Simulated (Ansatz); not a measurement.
Geometry optimisation, DFT PBE-D3(BJ), scalar-relativistic, plane waves, PAW (Ansatz).

The input (input.yaml):

```yaml
crystal:
  lattice:
    - [5.727565, 0.0, 0.0]
    - [2.863782, 4.960217, 0.0]
    - [0.0, 0.0, 20.014806]
  atoms:
    - { symbol: Al, position: [0.0, 0.0, 0.04996301] }
    - { symbol: Al, position: [0.49999999, 0.0, 0.04996301] }
    - { symbol: Al, position: [5.0e-08, 0.49999997, 0.04996301] }
    - { symbol: Al, position: [0.50000005, 0.49999997, 0.04996301] }
    - { symbol: Al, position: [0.16666668, 0.16666666, 0.16678995] }
    - { symbol: Al, position: [0.66666668, 0.16666666, 0.16678995] }
    - { symbol: Al, position: [0.16666674, 0.66666663, 0.16678995] }
    - { symbol: Al, position: [0.66666673, 0.66666663, 0.16678995] }
    - { symbol: Al, position: [-0.16666663, 0.33333332, 0.2836169] }
    - { symbol: Al, position: [0.33333337, 0.33333332, 0.2836169] }
    - { symbol: Al, position: [-0.16666657, 0.83333329, 0.2836169] }
    - { symbol: Al, position: [0.33333342, 0.83333329, 0.2836169] }
    - { symbol: Al, position: [0.0, 0.0, 0.40044384] }
    - { symbol: Al, position: [0.49999999, 0.0, 0.40044384] }
    - { symbol: Al, position: [5.0e-08, 0.49999997, 0.40044384] }
    - { symbol: Al, position: [0.50000005, 0.49999997, 0.40044384] }
    - { symbol: C, position: [0.49999999, 0.0, 0.50036986] }
    - { symbol: H, position: [0.83333325, -0.66666663, 0.38495531] }
    - { symbol: H, position: [0.70218861, -0.14266561, 0.52834915] }
    - { symbol: H, position: [0.44254045, 0.20168108, 0.52834915] }
    - { symbol: H, position: [0.49999999, 0.0, 0.56482215] }
basis:
  ecutwfc: 420.0
kpoints:
  mp_grid: { grid: [4, 4, 1] }
hamiltonian:
  xc: pbe
  dispersion: d3bj
scf:
  occupations: { method: gaussian, width: 0.15 }
  lower_state_search: "off"
relax:
  f_tol: 0.03
  max_steps: 60
  adjacent_minimum: "off"
  constraints: [{ sites: [0, 1, 2, 3] }]
```

Run as:

```bash
$ ansatz run input.yaml --threads 2 --pin off --max-ram 5120MiB --backend cpu --events-out ev --progress --plain --runs-dir out
```

Task: Where does it end, and by what steps?

Result: It converged. The force dipped under the threshold on the way, but the program's further checks kept it going. Limits of this set-up: coarse k mesh, slab without dipole correction, a typed lattice constant that wasn't relaxed here. After 9 steps the energy has fallen by 3.659 eV; H21 moved furthest, 1.10 Å. Joined: Al9–H18 (2.03 → 1.76 Å).

| step | energy less start (eV) | largest force component (eV/Å) | accepted |
| --- | --- | --- | --- |
| 0 | 0.0000 | 5.640 | yes |
| 1 | -1.6185 | 4.932 | yes |
| 2 | -2.6059 | 3.062 | yes |
| 3 | -3.1713 | 1.499 | yes |
| 4 | -3.4413 | 0.973 | yes |
| 5 | -3.5929 | 0.419 | yes |
| 6 | -3.6466 | 0.089 | yes |
| 7 | -3.6562 | 0.011 | yes |
| 8 | -3.6580 | 0.096 | yes |
| 9 | -3.6585 | 0.027 | yes |

```xyz
21
Lattice="5.7276 0.0000 0.0000 2.8638 4.9602 0.0000 0.0000 0.0000 20.0148" Properties=species:S:1:pos:R:3
Al 0.000 0.000 1.000
Al 2.864 0.000 1.000
Al 1.432 2.480 1.000
Al 4.296 2.480 1.000
Al 1.456 0.821 3.296
Al 4.283 0.818 3.297
Al 2.870 3.309 3.366
Al 5.735 3.329 3.296
Al 0.007 1.656 5.407
Al 2.875 1.623 5.608
Al 1.413 4.155 5.609
Al 4.337 4.155 5.600
Al 0.028 -0.030 7.926
Al 2.895 0.012 8.431
Al 1.496 2.510 7.933
Al 4.290 2.513 7.924
C 2.894 0.010 10.447
H 2.895 -3.295 7.162
H 3.773 -0.526 10.832
H 2.920 1.038 10.834
H 1.991 -0.482 10.832
```

Whether the end is a true minimum wasn't checked by a vibrational analysis.

Run time: 48 s on 2 threads of Intel(R) Xeon(R) Platinum 8488C (Sapphire Rapids) (shared host), peak memory 0.87 GiB.
